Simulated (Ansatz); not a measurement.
**CH8FNO2Si2: one species, many methods**

The task here is to estimate one member of a computed series from the others.

Program: Ansatz 0.2.0, Gaussian basis. Level of theory: functionals in def2-TZVPP, the program's frozen cores in correlated methods. These are calculated values, not measurements.

Plan: PBE-D4, r2SCAN-D4, PBE0-D4, B3LYP-D4, ωB97X-V, ωB97M-V, B2PLYP; CCSD(T)/def2-TZVPP; MP2/def2-QZVPP; extrapolation to the limit.

## The geometry

An earlier PBE0-D4 in a triple-zeta def2 set relaxation fixed the geometry.

SMILES `C[SiH](F)N[SiH](O)O`, 15 atoms, charge 0, spin multiplicity 1.

Atoms are counted from 1 here; the program's logs count them from 0.

Bond lengths: C1–Si2 1.851 Å, C1–H8 1.092 Å, C1–H9 1.093 Å, C1–H10 1.092 Å, Si2–F3 1.608 Å, Si2–N4 1.713 Å, Si2–H11 1.480 Å, N4–Si5 1.712 Å, N4–H12 1.013 Å, Si5–O6 1.644 Å, Si5–O7 1.635 Å, Si5–H13 1.481 Å, O6–H14 0.958 Å, O7–H15 0.959 Å. Angles: Si2–C1–H8 110.7°, Si2–C1–H9 111.0°, Si2–C1–H10 110.7°, H8–C1–H9 108.2°, H8–C1–H10 108.4°, H9–C1–H10 107.7°, C1–Si2–F3 107.2°, C1–Si2–N4 110.9°, C1–Si2–H11 113.9°, F3–Si2–N4 110.6°, F3–Si2–H11 105.6°, N4–Si2–H11 108.4°, Si2–N4–Si5 129.1°, Si2–N4–H12 115.8°, Si5–N4–H12 115.0°, N4–Si5–O6 114.5°, N4–Si5–O7 108.5°, N4–Si5–H13 106.0° and more.

Set-up of the first run:

in.yaml

```yaml
crystal:
  periodic: [false, false, false]
  atoms:
    - {symbol: C, position_ang: [-1.588105, 0.026549, -2.219577]}
    - {symbol: Si, position_ang: [0.045991, 0.084751, -1.351367]}
    - {symbol: F, position_ang: [0.995967, -1.008142, -2.050680]}
    - {symbol: N, position_ang: [-0.135379, -0.254537, 0.317748]}
    - {symbol: Si, position_ang: [0.841219, 0.243649, 1.632811]}
    - {symbol: O, position_ang: [1.659003, -0.974610, 2.373551]}
    - {symbol: O, position_ang: [-0.129878, 0.847594, 2.801009]}
    - {symbol: H, position_ang: [-2.257334, 0.798825, -1.833407]}
    - {symbol: H, position_ang: [-2.070807, -0.944876, -2.081778]}
    - {symbol: H, position_ang: [-1.461558, 0.186232, -3.292643]}
    - {symbol: H, position_ang: [0.754980, 1.376231, -1.491684]}
    - {symbol: H, position_ang: [-0.894337, -0.879378, 0.560160]}
    - {symbol: H, position_ang: [1.784303, 1.245591, 1.085619]}
    - {symbol: H, position_ang: [2.285138, -1.473486, 1.847129]}
    - {symbol: H, position_ang: [0.170797, 0.725609, 3.703118]}
basis:
  gaussian: {orbitals: def2-TZVPP}
hamiltonian: {xc: pbe, dispersion: d4}
output: {forces: true, orbitals: {seedname: orbitals}}
```

The run is started by

```
> ansatz run in.yaml --threads 2 --pin off --events-out ev --progress --plain --max-ram 32768MiB --backend cuda --devices 0, --max-vram 18GiB
```

Steps of the session up to this table: PBE-D4 (GGA); r2SCAN-D4 (meta-GGA); PBE0-D4 (hybrid); B3LYP-D4 (hybrid); ωB97X-V (range-separated); ωB97M-V (range-separated); B2PLYP (double hybrid); CCSD(T) in def2-TZVPP; MP2 in def2-QZVPP.

One of the session's tables, all rows but one given; the rest of the session is left out.

It belongs to the step «Atomisation energies». 

```
            method  atomisation energy (eV)
            PBE-D4                   61.194
         r2SCAN-D4                   60.667
           PBE0-D4                   60.133
          B3LYP-D4                   60.533
           ωB97X-V                        ?
           ωB97M-V                   60.950
            B2PLYP                   60.048
     HF/def2-TZVPP                   44.099
    MP2/def2-TZVPP                   60.423
   CCSD/def2-TZVPP                   58.333
CCSD(T)/def2-TZVPP                   59.156
           MP2/CBS                   62.274
       CCSD(T)/CBS                   61.008
```

**Question.** Estimate the row for ωB97X-V.

**Answer.** atomisation energy (eV): 60.920. In the column «atomisation energy (eV)» it lies between r2SCAN-D4 (60.667) and ωB97M-V (60.950).
